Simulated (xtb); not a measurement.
# Si3PH9 (SMILES [SiH3][SiH2][SiH2]P): GFN0-xTB

What is the electronic atomisation energy of Si3PH9 at GFN0-xTB? 

The results are computed with xtb 6.7.1.

9 further runs of the same task are left out: 9 set aside as unsound or not needed.

### 1 Starting point

The species is Si3PH9 (13 atoms), meant as a singlet with charge 0. As SMILES, `[SiH3][SiH2][SiH2]P`. The coordinates come from a GFN2-xTB relaxation. This is one conformer, not always the lowest.

Bond lengths: Si1–Si2 2.323 Å, Si2–Si3 2.333 Å, Si3–P4 2.242 Å, Si1–H5 1.466 Å, Si1–H6 1.463 Å, Si1–H7 1.465 Å, Si2–H8 1.475 Å, Si2–H9 1.471 Å, Si3–H10 1.470 Å, Si3–H11 1.469 Å, P4–H12 1.382 Å, P4–H13 1.382 Å. Some angles: Si1–Si2–Si3 114.6°, Si2–Si3–P4 113.5°, Si1–Si2–H8 109.8°, Si1–Si2–H9 111.2°, Si3–Si2–H8 108.8°, Si3–Si2–H9 108.3°, Si2–Si1–H5 111.3°, Si2–Si1–H6 113.7°, Si2–Si1–H7 111.5°, Si2–Si3–H10 112.5°.

### 2 Energy and gradient at GFN0-xTB

start.xyz

```xyz
13

Si    -1.46285000     0.88977000     1.38645000
Si    -0.31757000    -1.01525000     0.71236000
Si     1.58644000    -0.60248000    -0.57193000
P      1.17211000     0.58117000    -2.42988000
H     -1.96626000     1.64326000     0.23410000
H     -2.62019000     0.60932000     2.23675000
H     -0.59362000     1.80065000     2.13555000
H     -1.22135000    -1.89826000    -0.04801000
H      0.07269000    -1.83848000     1.86732000
H      2.58175000     0.21003000     0.14274000
H      2.30943000    -1.78146000    -1.06672000
H      0.05374000    -0.14190000    -2.79853000
H      0.40568000     1.54363000    -1.80021000
```

The run is started by

```bash
xtb start.xyz --grad --gfn0 | tee out.txt
```

The program printed:

```text
* xtb version 6.7.1
[...]
          :  # basis functions                  58          :
[...]
          :  # electrons                        26          :
[...]
 Zeroth order Hamiltonian       ...        0 min,  0.001 sec (  8.678%)
[...]
         ::                     SUMMARY                     ::
         :::::::::::::::::::::::::::::::::::::::::::::::::::::
         :: total energy             -12.896573021534 Eh    ::
         :: gradient norm              0.018999617304 Eh/a0 ::
         :: HOMO-LUMO gap              2.645979957569 eV    ::
         ::.................................................::
         :: H0 energy                -12.961255729891 Eh    ::
         :: repulsion energy           0.131835421318 Eh    ::
         :: electrostat energy        -0.063057414162 Eh    ::
         :: -> Gsolv                   0.000000000000 Eh    ::
         ::    -> Gsasa                0.000000000000 Eh    ::
         ::    -> Gshift               0.000000000000 Eh    ::
         :: dispersion energy         -0.004095298799 Eh    ::
         :: short-range corr.          0.000000000000 Eh    ::
         :: add. restraining           0.000000000000 Eh    ::
         :: total charge              -0.000000000000 e     ::
         :::::::::::::::::::::::::::::::::::::::::::::::::::::
[...]
        13        2.0000           -0.3641886              -9.9101 (HOMO)
        14                         -0.2669506              -7.2641 (LUMO)
[...]
          | TOTAL ENERGY              -12.896573021534 Eh   |
          | GRADIENT NORM               0.018999617304 Eh/α |
          | HOMO-LUMO GAP               2.645979957569 eV   |
           -------------------------------------------------
[...]
```

Standard error:

```text
normal termination of xtb
```

Wall time 0.055 s (1 thread of Intel Xeon Platinum 8488C (Sapphire Rapids), shared host).

### 3 The H atom: the energy at GFN0-xTB

input.xyz

```xyz
1

H      0.00000000     0.00000000     0.00000000
```

Run the same way, it converges to -0.43814 Eh (log not shown).

### 4 The P atom: the energy at GFN0-xTB

.CHRG

```
0
```

.UHF

```
3
```

coord

```
$coord
      0.000000000000      0.000000000000      0.000000000000  p
$end
```

The run is started by

```bash
xtb --gfn 0 -- coord > run.log 2> xtb.err
```

The program printed:

```text
* xtb version 6.7.1
[...]
          :  # basis functions                  10          :
[...]
          :  # electrons                         5          :
[...]
 Zeroth order Hamiltonian       ...        0 min,  0.000 sec ( 19.182%)
[...]
         ::                     SUMMARY                     ::
         :::::::::::::::::::::::::::::::::::::::::::::::::::::
         :: total energy              -2.242882127751 Eh    ::
         :: gradient norm              0.000000000000 Eh/a0 ::
         :: HOMO-LUMO gap              8.245489200000 eV    ::
         ::.................................................::
         :: H0 energy                 -2.242882127751 Eh    ::
         :: repulsion energy           0.000000000000 Eh    ::
         :: electrostat energy         0.000000000000 Eh    ::
         :: -> Gsolv                   0.000000000000 Eh    ::
         ::    -> Gsasa                0.000000000000 Eh    ::
         ::    -> Gshift               0.000000000000 Eh    ::
         :: dispersion energy          0.000000000000 Eh    ::
         :: short-range corr.          0.000000000000 Eh    ::
         :: add. restraining           0.000000000000 Eh    ::
         :: total charge               0.000000000000 e     ::
         :::::::::::::::::::::::::::::::::::::::::::::::::::::
[...]
         4        1.0000           -0.3628102              -9.8726 (HOMO)
         5                         -0.0597941              -1.6271 (LUMO)
[...]
          | TOTAL ENERGY               -2.242882127751 Eh   |
          | GRADIENT NORM               0.000000000000 Eh/α |
          | HOMO-LUMO GAP               8.245489200000 eV   |
           -------------------------------------------------
[...]
```

Standard error:

```text
normal termination of xtb
```

Wall time 0.035 s (1 thread of Intel Xeon Platinum 8488C (Sapphire Rapids), shared host).

### 5 The Si atom: the energy at GFN0-xTB

.CHRG is that of step 4.

.UHF

```
2
```

mol.xyz

```xyz
1

Si     0.00000     0.00000     0.00000
```

Run the same way, it converges to -1.64860 Eh (log not shown).

### 6 Summary of results

Level: GFN0-xTB.

| quantity | value |
| --- | --- |
| molecule: total energy | -12.89657 Eh |
| molecule: dipole moment | 0.89 D |
| molecule: HOMO energy | -9.91 eV |
| molecule: LUMO energy | -7.26 eV |
| molecule: HOMO–LUMO gap | 2.65 eV |
| molecule: dispersion energy | -10.75 kJ/mol |
| molecule: largest force on an atom | 0.489 eV/Å |
| molecule: mean polarisability (D4 model) | 123.8 bohr³ |
| H atom: total energy | -0.43814 Eh |
| H atom: dipole moment | 0.00 D |
| H atom: HOMO energy (partly filled) | -11.92 eV |
| H atom: mean polarisability (D4 model) | 5.0 bohr³ |
| P atom: total energy | -2.24288 Eh |
| P atom: dipole moment | 0.00 D |
| P atom: HOMO energy (partly filled) | -9.87 eV |
| P atom: LUMO energy | -1.63 eV |
| P atom: mean polarisability (D4 model) | 25.9 bohr³ |
| Si atom: total energy | -1.64860 Eh |
| Si atom: dipole moment | 0.00 D |
| Si atom: HOMO energy (partly filled) | -8.28 eV |
| Si atom: LUMO energy | -8.28 eV |
| Si atom: mean polarisability (D4 model) | 38.9 bohr³ |
| electronic atomisation energy | 48.019 eV |

**Reading.** The method runs without spin polarisation, so open shells lack the exchange term that lowers high spin: such energies come out too high. The largest force (molecule) is 0.49 eV/Å: the shape isn't a stationary point for this species at this level. Taking the molecule apart into free atoms costs 48.02 eV (4633 kJ/mol), before zero-point energy and without spin-orbit coupling. Tight-binding and semi-empirical models aren't fitted to free atoms, so this value can be far from the true one.
